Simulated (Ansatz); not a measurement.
**Cl6H2Si2Sn: a ladder of functionals and wavefunction methods**

How much do the methods differ for Cl6H2Si2Sn? The plan is to run it at one geometry with functionals of several rungs and with coupled cluster. The yardstick is the atomisation energy at the CCSD(T) limit.

Computed with Ansatz 0.2.0, Gaussian basis. Level: functionals in def2-TZVPP, the program's frozen cores in correlated methods.

The runs, in order: LDA (SPW92), PBE-D4, revPBE-D4, BLYP-D4, r2SCAN-D4, B97M-V, PBE0-D4, B3LYP-D4, r2SCANh-D4, r2SCAN0-D4, HSE06-D4, BHLYP-D4, CAM-B3LYP-D4, LC-ωPBE, ωB97X-V, ωB97M-V, B2PLYP, PBE-QIDH; CCSD(T)/def2-SVP; CCSD(T)/def2-TZVPP; MP2/def2-QZVPP; extrapolation to the limit; RPA on PBE.

## 1. The geometry

All runs share one geometry, relaxed beforehand with PBE0-D4 in a triple-zeta def2 set. Sn takes the def2 core potential; no spin-orbit term is included.

SMILES `Cl[Si](Cl)(Cl)[SnH2][Si](Cl)(Cl)Cl`, 11 atoms, charge 0, spin multiplicity 1.

Atoms are counted from 1 here; the program's logs count them from 0.

Bond lengths: Cl1–Si2 2.041 Å, Si2–Cl3 2.042 Å, Si2–Cl4 2.044 Å, Si2–Sn5 2.561 Å, Sn5–Si6 2.561 Å, Sn5–H10 1.702 Å, Sn5–H11 1.702 Å, Si6–Cl7 2.041 Å, Si6–Cl8 2.042 Å, Si6–Cl9 2.044 Å. Angles: Cl1–Si2–Cl3 108.3°, Cl1–Si2–Cl4 108.3°, Cl1–Si2–Sn5 110.3°, Cl3–Si2–Cl4 108.3°, Cl3–Si2–Sn5 110.2°, Cl4–Si2–Sn5 111.5°, Si2–Sn5–Si6 106.5°, Si2–Sn5–H10 109.9°, Si2–Sn5–H11 109.9°, Si6–Sn5–H10 109.9°, Si6–Sn5–H11 109.9°, H10–Sn5–H11 110.6°, Sn5–Si6–Cl7 110.3°, Sn5–Si6–Cl8 110.2°, Sn5–Si6–Cl9 111.5°, Cl7–Si6–Cl8 108.3°, Cl7–Si6–Cl9 108.3°, Cl8–Si6–Cl9 108.3°.

## 2. LDA

This LDA is Slater exchange with PW92 correlation.

File in.yaml:

```yaml
crystal:
  periodic: [false, false, false]
  atoms:
    - {symbol: Cl, position_ang: [-2.934143, -0.232615, 0.829206]}
    - {symbol: Si, position_ang: [-1.239752, 0.665110, 1.529804]}
    - {symbol: Cl, position_ang: [-1.242961, 2.610015, 0.909071]}
    - {symbol: Cl, position_ang: [-1.301941, 0.644536, 3.572427]}
    - {symbol: Sn, position_ang: [0.836449, -0.543448, 0.641558]}
    - {symbol: Si, position_ang: [0.751820, -0.351419, -1.911117]}
    - {symbol: Cl, position_ang: [0.803311, 1.610074, -2.474674]}
    - {symbol: Cl, position_ang: [-0.974549, -1.176365, -2.623233]}
    - {symbol: Cl, position_ang: [2.329278, -1.310958, -2.787194]}
    - {symbol: H, position_ang: [2.243710, 0.210028, 1.232967]}
    - {symbol: H, position_ang: [0.794277, -2.181859, 1.101684]}
basis:
  gaussian: {orbitals: def2-TZVPP}
hamiltonian: {xc: lda}
output: {orbitals: {seedname: orbitals}}
```

Command:

```console
ansatz run in.yaml --threads 4 --pin off --events-out ev --progress --plain --max-ram 66560MiB --backend cuda --devices 0, --max-vram 37GiB
```

The runs that follow: PBE-D4 (GGA); revPBE-D4 (GGA); BLYP-D4 (GGA); r2SCAN-D4 (meta-GGA); B97M-V (meta-GGA); B3LYP-D4 (hybrid); r2SCANh-D4 (hybrid); r2SCAN0-D4 (hybrid); HSE06-D4 (hybrid); BHLYP-D4 (hybrid); CAM-B3LYP-D4 (range-separated); LC-ωPBE (range-separated); ωB97X-V (range-separated); ωB97M-V (range-separated); B2PLYP (double hybrid); PBE-QIDH (double hybrid); CCSD(T) in def2-SVP; CCSD(T) in def2-TZVPP; MP2 in def2-QZVPP; RPA on PBE orbitals.

Before running them: what should the planned runs give, taken together? Wanted: atomisation energy, CCSD(T)/CBS; farthest beyond LDA; mean size of error, GGA; mean size of error, meta-GGA; mean size of error, hybrid; mean size of error, range-separated; mean size of error, double hybrid; gap, smallest and largest; T1 diagnostic.

As calculated:

| quantity | value |
| --- | --- |
| atomisation energy, CCSD(T)/CBS | 795.9 kcal/mol |
| functionals within 8.0 kcal/mol (1.0 %) | PBE-D4, r2SCAN-D4, PBE0-D4, r2SCANh-D4, HSE06-D4, ωB97X-V, ωB97M-V, PBE-QIDH |
| farthest beyond LDA | BHLYP-D4 (-34.9 kcal/mol) |
| mean size of error, GGA | 16.8 kcal/mol |
| mean size of error, meta-GGA | 9.8 kcal/mol |
| mean size of error, hybrid | 11.9 kcal/mol |
| mean size of error, range-separated | 12.0 kcal/mol |
| mean size of error, double hybrid | 19.0 kcal/mol |
| gap, smallest and largest | 4.71 eV (LDA (SPW92)), 11.25 eV (LC-ωPBE) |
| T1 diagnostic | 0.0112 |
| triples share of the correlation energy | 4.2 % |

In words: LDA overbinds by 114.7 kcal/mol (14 %). PBE-D4 is off by +6.8 kcal/mol. Double hybrids carry the basis error of their MP2 part in triple zeta, and no dispersion term here, so their miss is partly the set-up's. Taken by rung, meta-GGA functionals do best (9.8 kcal/mol on average) and double hybrid ones worst beyond LDA (19.0 kcal/mol). GGA functionals lie within the reference's doubt of that worst mean (16.8 kcal/mol), so those two tie. The gap between the best rungs is small, so their order is not settled. Misses under about 8.0 kcal/mol are within the doubt on the reference itself, which lacks core-valence correlation, spin-orbit coupling and higher excitations, and its outer-core shells are covered unevenly. All levels share the lack of spin-orbit coupling, which lowers the free heavy atoms and so the true binding. Hartree-Fock recovers 71 % of the binding; the rest is correlation. CCSD(T) in def2-SVP is off by -93.3 kcal/mol, worse than the median functional, from the basis alone. The gap grows from 4.7 to 11.2 eV across the functionals, mostly with the share of exact exchange. Correlated methods include outer-core shells of Sn, which these sets cover unevenly.
